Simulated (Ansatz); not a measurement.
# SnCl2 (SMILES [Cl][Sn][Cl]) at revPBE/def2-SVP (core potential)

What is the vertical singlet–triplet gap of SnCl2 at revPBE/def2-SVP (core potential)? 

The calculation is run with Ansatz 0.2.0.

32 further runs of the same task are left out: 32 set aside as unsound or not needed.

### 1 Starting point

The species is SnCl2 (3 atoms), meant as a singlet with charge 0. SMILES: `[Cl][Sn][Cl]`. The shape is that of a PBE0-D4/def2-TZVP optimisation.

Bond lengths: Cl1–Sn2 2.363 Å, Sn2–Cl3 2.363 Å. Angles: Cl1–Sn2–Cl3 98.4°.

### 2 The energy at revPBE/def2-SVP (core potential)

File run.yaml:

```yaml
crystal:
  periodic: [false, false, false]
  atoms:
    - {symbol: Cl, position_ang: [1.154200, 1.220700, 0.756000]}
    - {symbol: Sn, position_ang: [-0.796900, 0.518900, -0.376600]}
    - {symbol: Cl, position_ang: [-0.368200, -1.804500, -0.392600]}
basis:
  gaussian:
    orbitals: def2-SVP
hamiltonian:
  xc: {name: revPBE}
accuracy: high
output:
  orbitals: {seedname: orbitals}
```

The run is started by

```
$ ansatz run run.yaml --threads 1 --pin off --max-ram 3480MiB --events-out events.jsonl --progress --plain --runs-dir runs
```

What it wrote:

```text
Warning: RAYON_NUM_THREADS=1 ignored (pool sized by the plan → 1); use --threads N
Functional definition: revPBE
  name "revPBE"
  parameter kappa = 1.245
  parameter beta = 0.06672455060314922
  exchange = pbe_x(kappa = kappa, mu = beta*pi^2/3)
  correlation = pbe_c(beta = beta)
1269 factors; integrals over basis functions are off by at most 6.3e-9 eV
mean field evaluation 1: about -30867.2017 eV, gradient 2.0e1 eV
mean field evaluation 2: about -30860.3674 eV, gradient 5.0e1 eV
mean field evaluation 4: about -30868.4707 eV, gradient 1.3e0 eV
mean field evaluation 8: about -30868.4774 eV, gradient 1.6e-2 eV
mean field evaluation 16: about -30868.4774 eV, gradient 2.9e-7 eV
mean field -30868.47740964 eV, -1134.3956213989 hartree, gradient 3.9e-8 eV, S^2 0.000000; 0 other end points of the search recorded, 0 dependent functions left out
reference -30868.47741277 eV, -1134.3956215138 hartree; 28, 28 occupied and 34, 34 virtual orbitals, 1269 factors
Total energy: -30868.47741277 eV, -1134.3956215138 hartree
```

It took 3.9 s on 1 thread of Arm Neoverse V1, shared host; peak memory 0.15 GiB.

### 3 The triplet, same level

Edit run.yaml of step 2 so:

```diff
@@ -9,2 +9,5 @@
     orbitals: def2-SVP
+magnetization:
+  spin_polarized: true
+  initial_magnetization: 2
 hamiltonian:
```

The run is started by

```
$ ansatz run run.yaml --threads 1 --pin off --max-ram 3480MiB --events-out events.jsonl --progress --plain --runs-dir runs
```

What it wrote, cut to the lines that bear on the results:

```text
Warning: RAYON_NUM_THREADS=1 ignored (pool sized by the plan → 1); use --threads N
[... 6 set-up lines as earlier in the session ...]
1269 factors; integrals over basis functions are off by at most 6.3e-9 eV
mean field evaluation 1: about -30865.0120 eV, gradient 9.9e0 eV
mean field evaluation 2: about -30862.4126 eV, gradient 2.1e1 eV
mean field evaluation 4: about -30865.5758 eV, gradient 2.1e0 eV
mean field evaluation 8: about -30865.6084 eV, gradient 4.1e-2 eV
mean field evaluation 16: about -30865.6084 eV, gradient 1.0e-5 eV
mean field evaluation 32: about -30865.5174 eV, gradient 3.3e0 eV
mean field evaluation 64: about -30865.2834 eV, gradient 5.9e0 eV
mean field -30865.60839853 eV, -1134.2901871853 hartree, gradient 2.3e-8 eV, S^2 2.002492; 8 other end points of the search recorded, 0 dependent functions left out
reference -30865.60840194 eV, -1134.2901873103 hartree; 29, 27 occupied and 33, 35 virtual orbitals, 1269 factors
Total energy: -30865.60840194 eV, -1134.2901873103 hartree
```

Wall time 20 s (1 thread of Arm Neoverse V1, shared host); peak memory 0.21 GiB.

### 4 What came out

Level: revPBE/def2-SVP (core potential).

```
                                        quantity           value
                           singlet: total energy  -1134.39562 Eh
                            singlet: HOMO energy        -6.69 eV
                            singlet: LUMO energy        -3.52 eV
                          singlet: HOMO–LUMO gap         3.17 eV
                           triplet: total energy  -1134.29019 Eh
     triplet: HOMO energy (highest over α and β)        -3.99 eV
                                   triplet: ⟨S²⟩           2.002
vertical energy of the triplet above the singlet        2.869 eV
```

At this shape the triplet lies 2.87 eV (277 kJ/mol) above the singlet.
